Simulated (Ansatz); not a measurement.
Relaxation of a periodic cell of 17 atoms, Zn9O8 (host ZnO, host structure P6_3mc, interstitial Zn), to a largest force component of 0.03 eV/Å in at most 60 steps.

All numbers below come from DFT LDA, scalar-relativistic, plane waves, PAW (Ansatz). Settings: PAW set soft_1, cutoff 420 eV, k mesh 2x2x2, gaussian smearing 0.05 eV, no spin polarisation.

```xyz
17
Lattice="-3.2190 -5.5755 0.0000 4.8285 -2.7877 0.0000 0.0000 0.0000 5.1489" Properties=species:S:1:pos:R:3
Zn 0.000 -3.717 0.000
Zn 1.609 -4.646 2.574
O 0.000 -3.717 1.965
O 1.609 -4.646 4.539
Zn 3.219 -3.717 0.000
Zn 0.000 -1.858 2.574
O 3.219 -3.717 1.965
O 0.000 -1.858 4.539
Zn 1.609 -0.929 0.000
Zn 3.219 -1.858 2.574
O 1.609 -0.929 1.965
O 3.219 -1.858 4.539
Zn 1.609 -6.505 0.000
Zn -1.609 -4.646 2.574
O 1.609 -6.505 1.965
O -1.609 -4.646 4.539
Zn 0.699 -6.048 3.440
```

Task: Where does it end, and by what steps?

Result: It converged. Limits of this set-up: coarse k mesh, PAW files made for another functional, a small cell, in which the defect meets its images. After 13 steps the energy has fallen by 6.316 eV; Zn10 moved furthest, 0.86 Å. The start is strongly strained (largest force component 11 eV/Å), so its close contacts needn't be bonds. Parted: Zn10–O15 (1.96 → 2.59 Å). Joined: Zn5–Zn10 (3.18 → 2.79 Å), Zn6–Zn10 (3.22 → 2.92 Å), Zn9–Zn10 (3.18 → 2.75 Å), Zn9–Zn14 (3.18 → 2.69 Å), Zn10–Zn14 (3.22 → 2.90 Å), Zn13–Zn14 (3.18 → 2.85 Å).

```csv
step,energy less start (eV),largest force component (eV/Å),accepted
0,0.0000,11.179,yes
1,-3.7514,4.028,yes
2,-5.2534,1.319,yes
3,-5.5428,0.262,yes
4,-5.5959,0.347,yes
5,-5.7404,0.623,yes
6,-5.9325,0.627,yes
7,-6.0134,1.275,yes
8,-6.2214,0.142,yes
9,-6.2857,0.451,yes
10,-6.2957,0.269,yes
11,-6.3135,0.101,yes
12,-6.3145,0.071,yes
13,-6.3156,0.028,yes
```

```xyz
17
Lattice="-3.2190 -5.5755 0.0000 4.8285 -2.7877 0.0000 0.0000 0.0000 5.1489" Properties=species:S:1:pos:R:3
Zn 0.121 -3.671 0.015
Zn 1.612 -4.526 2.641
O 0.047 -3.679 1.935
O 1.644 -4.718 4.622
Zn 3.311 -3.828 -0.051
Zn -0.108 -1.831 2.460
O 3.121 -3.728 1.915
O 0.007 -1.912 4.370
Zn 1.498 -0.802 -0.356
Zn 2.751 -1.861 1.849
O 1.183 -0.773 1.539
O 3.527 -1.915 5.193
Zn 1.962 -6.465 0.456
Zn -1.412 -4.806 2.626
O 1.877 -6.441 2.321
O -1.515 -4.463 4.582
Zn 0.389 -6.382 3.638
```

Whether the end is a true minimum wasn't checked by a vibrational analysis.

The run took 87 s on 2 threads of Arm Neoverse V1, on a shared host, peak memory 0.55 GiB.
